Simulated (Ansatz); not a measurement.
**Ba2BiSb2: from the start to rest**

Aim: in Ba2BiSb2, a crystal from a database, its volume scaled a little, relax cell and atoms, then read levels, charges and fields where it ends.

All numbers below are computed with Ansatz 0.2.0 (DFT, r2SCAN, no spin polarisation, plane waves, PAW).

**1. The structure**

It takes space group Immm (No. 71, orthorhombic). Conventional cell: a = 4.846 Å, b = 7.758 Å, c = 9.990 Å, α = 90.00°, β = 90.00°, γ = 90.00°. Bi (site symmetry mmm) has 4 Sb at 3.35 Å and 4 Ba at 3.70 Å as nearest neighbours. Around Ba (site symmetry mm2) lie 6 Sb at 3.63 Å and 2 Bi at 3.70 Å. Sb (site symmetry m2m) has 1 Sb at 3.13 Å and 2 Bi at 3.35 Å as nearest neighbours.

Coordinates:

```cif
data_structure
_symmetry_space_group_name_H-M 'P 1'
_symmetry_Int_Tables_number 1
_cell_length_a 6.7727
_cell_length_b 6.7727
_cell_length_c 6.7727
_cell_angle_alpha 138.071
_cell_angle_beta 110.118
_cell_angle_gamma 84.956
_cell_volume 187.81
loop_
_atom_site_label
_atom_site_type_symbol
_atom_site_fract_x
_atom_site_fract_y
_atom_site_fract_z
_atom_site_occupancy
Bi1 Bi 0.00000 0.00000 0.00000 1
Ba1 Ba 0.72021 0.22021 0.50000 1
Ba2 Ba 0.27979 0.77979 0.50000 1
Sb1 Sb 0.70160 0.50000 0.20160 1
Sb2 Sb 0.29840 0.50000 0.79840 1
```

The first density is read from a saved solution for the starting cell.

**2. Relaxing**

input.yaml reads:

```yaml
crystal:
  lattice:
    - [-2.42321097, 3.87897416, 4.99516691]
    - [2.42321097, -3.87897416, 4.99516691]
    - [2.42321097, 3.87897416, -4.99516691]
  atoms:
    - { symbol: Bi, position: [0.0, 0.0, 0.0] }
    - { symbol: Ba, position: [0.72021, 0.22021, 0.5] }
    - { symbol: Ba, position: [0.27979, 0.77979, 0.5] }
    - { symbol: Sb, position: [0.7016, 0.5, 0.2016] }
    - { symbol: Sb, position: [0.2984, 0.5, 0.7984] }
  symmetry: { tolerance: 0.0003 }
kpoints:
  mp_grid: { grid: [6, 6, 6], shift: [0, 0, 0] }
magnetization:
  spin_polarized: false
scf:
  occupations: { method: fermi_dirac }
  lower_state_search: "off"
hamiltonian:
  pseudopotentials: { kind: paw }
  xc: r2scan
basis:
  ecutwfc: 500
  fft_grid_basis: typed
relax:
  max_steps: 60
  cell: { p_target: 0.0 }
output:
  forces: true
  stress: true
  eigenvalues: true
  bader: true
  populations: true
  elf: true
  write_potential: true
  volumetric_format: npy
  dos:
    e_range: [-12, 8]
    de: 0.05
    projected: { site_lists: { Ba: [Ba], Bi: [Bi], Sb: [Sb] } }
  write_density: true
checkpoint:
  read: saved_state
```

Command:

```console
$ ansatz run input.yaml --threads 2 --pin off --max-ram 2560MiB --backend cpu --events-out ev --progress --plain --runs-dir out
```

The program printed (excerpt; [...] marks lines left out):

```text
Warning: RAYON_NUM_THREADS=2 ignored (pool sized by the plan → 2); use --threads N
[...]
Pseudopotentials: kind: paw
Pseudopotential: Bi, paw, valence charge 15, recommended cutoff 500 eV (meta_gga), Bi.paw.azcp
Pseudopotential: Ba, paw, valence charge 10, recommended cutoff 500 eV (meta_gga), Ba.paw.azcp
Pseudopotential: Sb, paw, valence charge 15, recommended cutoff 500 eV (meta_gga), Sb.paw.azcp
Functional definition: r2SCAN
[...]
Crystal: 5 atoms, lattice volume = 187.810 Å³
Basis set: ecut = 500 eV, 4769 PW (Γ), exchange–correlation on 200×200×200 points (64 copies of the dense FFT grid, shifted against one another)
Bands: 39, of which v1, the nominal top of the filled ones, is band 33 counted from 1 (32 counted from 0)
Symmetry: 8 space group operations
Space group: Immm (ITA 71), of the structure as read, at distance tolerance 1.7e-3 Å
k-points: 46 of 216
[...]
SCF iter   1: F=-37343.293354 eV  HF=-37343.292335 eV  |F-HF|=1.02e-3  |Δ(HF+E_count)|=         —  Δρ=4.62e-4  dr2=3.96e-4  dr2_τ=1.96e-4  ethr=1.01e-6  ⟨swp⟩=3.0  Hψ=13829  notcnv=0
[...]
relax step   1: F+E_penalty+E_count = -37343.29351846 eV  Δ(F+E_penalty+E_count) = +0.000e0 eV  max|allowed force component| = 1.789e-2 eV/Å  Δτ_max = 0.0000 Å  P = -0.226 GPa  Ω = 187.810 Å³  (6 SCF iters, dr2 threshold 1.00e-7 eV, accepted)
[...]
relax step   2: F+E_penalty+E_count = -37343.30670490 eV  Δ(F+E_penalty+E_count) = -1.319e-2 eV  max|allowed force component| = 2.604e-2 eV/Å  Δτ_max = 0.0054 Å  P = +0.032 GPa  Ω = 186.453 Å³  energy of the carried Pulay correction = +6.940e-5 eV  (6 SCF iters, dr2 threshold 5.00e-7 eV, accepted)
[...]
relax step   3: F+E_penalty+E_count = -37343.30703163 eV  Δ(F+E_penalty+E_count) = -3.267e-4 eV  max|allowed force component| = 1.525e-3 eV/Å  Δτ_max = 0.0061 Å  P = -0.007 GPa  Ω = 186.636 Å³  energy of the carried Pulay correction = +6.002e-5 eV  (5 SCF iters, dr2 threshold 4.24e-8 eV, accepted)
```

**3. More of the same log**

Output, continued (excerpt; [...] marks lines left out):

```text
[...]
SCF iter   1: F=-37343.307042 eV  HF=-37343.306785 eV  |F-HF|=2.57e-4  |Δ(HF+E_count)|=         —  Δρ=9.53e-5  dr2=4.12e-7  dr2_τ=1.73e-7  ethr=2.80e-7  ⟨swp⟩=3.5  Hψ=15039  notcnv=0
[...]
SCF iter   7: F=-37343.307005 eV  HF=-37343.307005 eV  |F-HF|=7.28e-12  |Δ(HF+E_count)|=  3.64e-11  Δρ=3.54e-8  dr2=3.39e-12  dr2_τ=1.87e-13  ethr=1.00e-12  ⟨swp⟩=8.3  Hψ=10361  notcnv=0
[...]
relax step   4: F+E_penalty+E_count = -37343.30700502 eV  Δ(F+E_penalty+E_count) = +2.661e-5 eV  max|allowed force component| = 1.573e-3 eV/Å  Δτ_max = 0.0000 Å  P = -0.007 GPa  Ω = 186.636 Å³  stress off target by 3.73e-2 GPa  SCF on the basis re-selected at this cell (its energy is not [...]
SCF converged after 7 iterations
Free energy (F): -37343.307005 eV
[...]
E sigma→0 (E₀):  -37343.274192 eV
Entropy (-TS):   -0.065626 eV (-13.125 meV/atom)
Fermi energy:    8.999565 eV
[...]
    - [2.4066913890521255, 3.830532102400274, -5.061224668072333]
  atoms:
    - { symbol: Bi, position: [4.819483460431645e-37, 2.5930940440913185e-36, 2.111145698048154e-36] }
    - { symbol: Ba, position: [0.7200690483027838, 0.22006904830278376, 0.5000000000000001] }
    - { symbol: Ba, position: [0.27993095169721627, 0.7799309516972164, 0.5000000000000001] }
    - { symbol: Sb, position: [0.7021627125665282, 0.49999999999999994, 0.20216271256652824] }
    - { symbol: Sb, position: [0.29783728743347165, 0.5, 0.7978372874334716] }
--- Löwdin populations: 5 sites ---
  site symbol       q [e]
     0     Bi     15.5799
     1     Ba      8.3835
     2     Ba      8.3835
     3     Sb     15.9505
     4     Sb     15.9505
  spilling = 0.011569 (of n_electrons = 65.000000)
--- Bader charges: 5 sites ---
  site symbol  charge [e]  shift [e]
     0     Bi     -0.4514     0.0000
     1     Ba      1.2798     0.0000
     2     Ba      1.2798     0.0000
     3     Sb     -1.0541     0.0000
     4     Sb     -1.0541     0.0000
  estimated error of the sums over rays = 6.1e-4 e
```

Wall time 2.3 min (2 threads of Arm Neoverse V1, shared host); peak memory 1.3 GiB.

Relaxation path:

```csv
step,energy from step 1 (eV/cell),largest force component (eV/Å),pressure (GPa),volume (Å³)
1,0.0000,0.0179,-0.23,187.81
2,-0.0132,0.0260,0.03,186.45
3,-0.0135,0.0015,-0.01,186.64
4,-0.0135,0.0016,-0.01,186.64
```

Step 1 is the start. Step 4 repeats the geometry before on a plane-wave basis chosen anew for that cell, so the energy can jump there without any move; the table keeps such jumps.

| input's cell | before | after | change |
| --- | --- | --- | --- |
| a (Å) | 6.773 | 6.788 | +0.2 % |
| b (Å) | 6.773 | 6.788 | +0.2 % |
| c (Å) | 6.773 | 6.788 | +0.2 % |
| α (°) | 138.07 | 138.47 | +0.40° |
| β (°) | 110.12 | 111.29 | +1.18° |
| γ (°) | 84.96 | 83.58 | -1.37° |
| volume (Å³/atom) | 37.56 | 37.33 | -0.6 % |

**4. Density of states**

States per cell by energy window, from dos.tsv and pdos.tsv (tetrahedra; eV from the Fermi level):

```csv
from,to,total,Ba s,Bi p,Sb s,Sb p
-8.0,-7.0,0.46,0.00,0.02,0.35,0.01
-7.0,-6.0,0.00,0.00,0.00,0.00,0.00
-6.0,-5.0,0.00,0.00,0.00,0.00,0.00
-5.0,-4.0,0.21,0.01,0.06,0.00,0.13
-4.0,-3.0,2.56,0.15,0.80,0.04,1.48
-3.0,-2.0,3.18,0.24,0.77,0.09,1.90
-2.0,-1.0,4.85,0.12,1.12,0.05,3.11
-1.0,0.0,2.16,0.02,0.60,0.06,1.16
0.0,1.0,1.40,0.04,0.35,0.06,0.62
1.0,2.0,3.44,0.27,0.72,0.11,0.74
```

The bands computed are complete only to about 2.8 eV above the Fermi level.

**5. How the electrons are shared**

By element, from the tables in the log (a charge is positive for electrons lost): Löwdin charges also hold the electrons that the projection spills.

```csv
element,atoms,Bader charge (e),Bader volume (Å³),Löwdin charge (e)
Bi,1,-0.45,41.3,-0.58
Ba,2,+1.28,30.0,+1.62
Sb,2,-1.05,42.6,-0.95
```

Löwdin charges rest on a small set of atomic orbitals that misses 1.2 % of the electrons, so they need not add up to the cell's charge and can differ from Bader's even in sign.

**6. Maps of the fields**

Maps in the plane spanned by b and c at height 0.720 along a (axes of the input's cell), one cell: b runs left to right (21 points from zero), c bottom to top (21 points), 138° apart. Near the nuclei they are pseudo-fields.

Valence density. Ten steps from '0' (0.03 e/Å³) to '9' (20.00 e/Å³), finer at the low end (step k begins (100^(k/10) - 1)/99 of the way up):
```
000011111100000000000
000011111000000000000
000000000000000000000
000000000110000000000
000000012211000000000
000001233321000000000
000013444321000000000
000134444310000000000
001343344210000000000
013431343100001111000
134312432000111111000
244334420001222221000
344443200012344321001
344432001124664211001
333210001258864210012
221100012589852100001
100000124799631100001
000001136886321000000
000001246653210000000
000011234321100000000
000011222211000000000
```

ELF. Ten even steps from '0' (0.00) to '9' (0.88):
```
323566666763100013554
223567776310000135654
223566531000000256543
112443111332001355432
111210157874101444321
110004899984002332211
100169999983012322211
001799779971012333332
017982069930134555542
069800089501456666641
399200797115665567630
897117971157544457611
997699711664333457314
999997116642112466117
999951156420003573027
886201564200024761026
421015743000146730013
000146531001367510001
011356431024675200000
222466433346752000011
333566444577420001234
```

Atoms within 0.2 Å of the plane, in fractions of b and c: Ba at (0.22, 0.50), Sb at (0.50, 0.20).

Scans along the contacts give these minima of the density:

```csv
contact,length (Å),minimum at (fraction),density (e/Å³),ELF
Sb4–Sb5,3.098,0.50,0.238,0.45
Bi1–Sb4,3.316,0.50,0.183,0.38
Ba2–Sb4,3.627,0.47,0.101,0.11
Bi1–Ba2,3.718,0.53,0.089,0.10
```

```
fraction  Sb4–Sb5  Bi1–Sb4  Ba2–Sb4  Bi1–Ba2
     0.2     2.82     3.13     1.37     2.25
     0.3     0.65    0.668    0.574    0.486
     0.4    0.309    0.252    0.152    0.175
     0.5    0.238    0.183    0.105   0.0926
     0.6    0.309    0.252    0.187    0.132
     0.7     0.65     0.54    0.433    0.521
     0.8     2.82     2.21     1.59     1.36
```

(Smooth valence density in e/Å³ at fractions of each contact.)

**7. Summary of results**

| quantity | value |
| --- | --- |
| moves | 2 |
| energy gained | 2.7 meV/atom |
| largest move | 0.00 Å |
| space group (0.01 Å), before / after | Immm / Immm |
| cell | a = 6.788 Å, b = 6.788 Å, c = 6.788 Å, α = 138.47°, β = 111.29°, γ = 83.58° |
| volume | 37.33 Å³/atom (-0.6 %) |
| pressure at the end | -0.01 GPa |
| formation energy (elements from separate runs) | -1.01 eV/atom |
| character | metal |
| density of states, mean within 0.25 eV of the Fermi level | 2.1 per eV per cell |
| Bader charges | Bi -0.45, Ba +1.28, Sb -1.05 e |

The volume shrank by 0.6 %, and the atoms end where they began within the cell; the energy fell by 2.7 meV per atom. With 8 symmetry operations imposed, the end may be a saddle point towards distortions that break them. Bands cross the Fermi level: a metal; within 0.25 eV of the Fermi level the density of states averages 2.1 per eV per cell, mostly Sb p (50 %) and Bi p (25 %). By Bader's partition Ba gives up most (+1.28 e) and Sb takes most (-1.05 e). Set against separate runs on the elements (Bi A7 rhombohedral, Ba bcc, Sb A7 rhombohedral), it forms at -1.01 eV per atom, which says nothing yet of rival compounds.
